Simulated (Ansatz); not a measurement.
# H₄NPTe, SMILES NP[TeH]: a rigid scan of one bond length

Program: Ansatz 0.2.0, Python API.

The cells in order, each with its output:

```python
import ansatz as az
import matplotlib.pyplot as plt
import numpy as np
```

```python
system = (
    az.Crystal.molecule()
    .atom('N', (-0.6162, 0.4288, -0.6871))
    .atom('P', (-0.4689, 0.1309, 1.0519))
    .atom('Te', (0.8872, -1.896, 0.6628))
    .atom('H', (-1.322, -0.1724, -1.0556))
    .atom('H', (-1.0621, 1.4285, -0.7927))
    .atom('H', (0.6823, 1.0287, 1.196))
    .atom('H', (1.9609, -1.0167, -0.4208))
)
```

```python
symbols = [site.symbol for site in system.cartesian_sites]
start = np.array([site.position_ang for site in system.cartesian_sites])
axis = (start[0] - start[1]) / np.linalg.norm(start[0] - start[1])
moving = [0, 3, 4]
lengths, energies = [1.558, 1.629, 1.7, 1.77, 1.841, 1.912, 1.983, 2.089], []
for length in lengths:
    xyz = start.copy()
    xyz[moving] += (length - np.linalg.norm(start[0] - start[1])) * axis
    point = az.Crystal.molecule()
    for symbol, xyz in zip(symbols, xyz):
        point = point.atom(symbol, xyz.tolist())
    calculation = (
        point.calculation()
        .basis(gaussian='def2-SVP')
        .correlation('mp2')
    )
    r = calculation.run().report
    energies.append(r['free_energy_ev'])
    print(f'r = {length:6.3f} A  E = {energies[-1]:.5f} eV  <S^2> = {abs(r["mean_field"]["state"]["spin_squared"]):.3f}')
```

    r =  1.558 A  E = -18088.07997 eV  <S^2> = 0.000
    r =  1.629 A  E = -18088.54430 eV  <S^2> = 0.000
    r =  1.700 A  E = -18088.78172 eV  <S^2> = 0.000
    r =  1.770 A  E = -18088.85692 eV  <S^2> = 0.000
    r =  1.841 A  E = -18088.81889 eV  <S^2> = 0.000
    r =  1.912 A  E = -18088.70051 eV  <S^2> = 0.000
    r =  1.983 A  E = -18088.52777 eV  <S^2> = 0.000
    r =  2.089 A  E = -18088.20951 eV  <S^2> = 0.000

```python
# quartic fit about the minimum
fit = np.polynomial.Polynomial.fit(lengths, np.array(energies) - min(energies), 4).convert()
roots = [r.real for r in fit.deriv().roots() if abs(r.imag) < 1e-9 and fit.deriv(2)(r.real) > 0]
r_e = min(roots, key=lambda r: abs(r - lengths[int(np.argmin(energies))]))
print(f'minimum of the fit at {r_e:.4f} A, force constant {fit.deriv(2)(r_e):.2f} eV/A^2')
plt.figure(figsize=(4.5, 3))
plt.plot(lengths, np.array(energies) - min(energies), 'o-')
plt.xlabel('bond length (A)')
plt.ylabel('E - E(min) (eV)')
plt.tight_layout()
plt.savefig('scan.png', dpi=100)
```

    minimum of the fit at 1.7773 A, force constant 22.12 eV/A^2

Notes:
- Total energies depend on the basis set; only differences at equal settings carry meaning.
- The rest of the molecule is held rigid at a force-field or estimated start geometry, and the basis set is modest; single-reference methods fail as a bond breaks.
- def2 sets replace the cores of elements past krypton by effective core potentials.
- The orbitals are restricted, so S² is zero by construction.
- S² is that of the Hartree-Fock reference.
- Finished in 14 s on 1 thread of Arm Neoverse V1, on a shared host, peak memory 0.24 GiB.

(Lines on the test bed's own set-up are left out of the output.)
